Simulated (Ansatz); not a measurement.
# CH3BrClSi radical: up Jacob's ladder to CCSD(T)

The task here is to estimate one member of a computed series from the others.

The runs use Ansatz 0.2.0, Gaussian basis; functionals in def2-TZVPP, the program's frozen cores in correlated methods.

Levels to be run: LDA (SPW92), PBE-D4, revPBE-D4, BLYP-D4, r2SCAN-D4, B97M-V, PBE0-D4, B3LYP-D4, r2SCANh-D4, r2SCAN0-D4, HSE06-D4, BHLYP-D4, CAM-B3LYP-D4, LC-ωPBE, ωB97X-V, ωB97M-V, B2PLYP, PBE-QIDH; CCSD(T)/def2-SVP; CCSD(T)/def2-TZVPP; MP2/def2-QZVPP; extrapolation to the limit; RPA on PBE.

1 further run of the same task is left out (for a known fault of the program). Runs told in other sessions of the task aren't counted.

## Structure used throughout

All runs share one geometry, relaxed beforehand with PBE0-D4 in a triple-zeta def2 set.

7 atoms, charge 0, spin multiplicity 2.

Atoms are counted from 1 here; the program's logs count them from 0.

Bond lengths: C1–Si2 1.865 Å, C1–H5 1.091 Å, C1–H6 1.092 Å, C1–H7 1.093 Å, Si2–Cl3 2.058 Å, Si2–Br4 2.226 Å. Angles: Si2–C1–H5 110.1°, Si2–C1–H6 109.9°, Si2–C1–H7 109.4°, H5–C1–H6 109.3°, H5–C1–H7 109.1°, H6–C1–H7 109.1°, C1–Si2–Cl3 108.9°, C1–Si2–Br4 109.4°, Cl3–Si2–Br4 109.2°.

The first run:

File in.yaml:

```yaml
crystal:
  periodic: [false, false, false]
  atoms:
    - {symbol: C, position_ang: [-0.113707, 0.871005, -0.079311]}
    - {symbol: Si, position_ang: [-0.332521, -0.897058, 0.471474]}
    - {symbol: Cl, position_ang: [1.376048, -1.511179, 1.440762]}
    - {symbol: Br, position_ang: [-0.669264, -2.190989, -1.308323]}
    - {symbol: H, position_ang: [-1.007627, 1.212959, -0.603589]}
    - {symbol: H, position_ang: [0.064175, 1.510521, 0.787398]}
    - {symbol: H, position_ang: [0.743995, 0.936843, -0.754011]}
basis:
  gaussian: {orbitals: def2-TZVPP}
magnetization: {spin_polarized: true, initial_magnetization: 1}
hamiltonian: {xc: lda}
output: {orbitals: {seedname: orbitals}}
```

Command:

```
> ansatz run in.yaml --threads 4 --pin off --events-out ev --progress --plain --max-ram 10444MiB
```

Steps of the session up to this table: LDA; PBE-D4 (GGA); revPBE-D4 (GGA); BLYP-D4 (GGA); r2SCAN-D4 (meta-GGA); B97M-V (meta-GGA); B3LYP-D4 (hybrid); r2SCANh-D4 (hybrid); r2SCAN0-D4 (hybrid); HSE06-D4 (hybrid); BHLYP-D4 (hybrid); CAM-B3LYP-D4 (range-separated); LC-ωPBE (range-separated); ωB97X-V (range-separated); ωB97M-V (range-separated); B2PLYP (double hybrid); PBE-QIDH (double hybrid).

One table of the session follows, with a row left open; its other results are not shown here.

It belongs to the step «Orbital energies across the functionals». 

```
  functional  HOMO (eV)  LUMO (eV)  gap (eV)
 LDA (SPW92)      -5.20      -4.10      1.10
      PBE-D4      -5.21      -3.68      1.54
   revPBE-D4      -5.19      -3.53      1.66
     BLYP-D4      -5.01      -3.71      1.31
   r2SCAN-D4          ?          ?         ?
      B97M-V      -5.30      -3.72      1.58
     PBE0-D4      -6.39      -2.81      3.57
    B3LYP-D4      -6.11      -3.21      2.90
  r2SCANh-D4      -6.01      -2.93      3.08
  r2SCAN0-D4      -6.65      -2.51      4.14
    HSE06-D4      -5.99      -3.19      2.80
    BHLYP-D4      -7.38      -2.05      5.34
CAM-B3LYP-D4      -7.60      -1.96      5.64
     LC-ωPBE      -9.01      -0.55      8.46
     ωB97X-V      -8.51      -1.10      7.41
     ωB97M-V      -8.13      -1.24      6.89
```

Q: Estimate the row for r2SCAN-D4 from the others.

Worked estimate for «HOMO (eV)». Against the share of exact exchange, r2SCANh-D4 (0.1, -6.01), r2SCAN0-D4 (0.25, -6.65) give a slope of -4.27 per unit share; at 0 the line stands at -5.58.

The run gave: HOMO (eV): -5.59; LUMO (eV): -3.22; gap (eV): 2.37. In «HOMO (eV)» the line misses by +0.01.
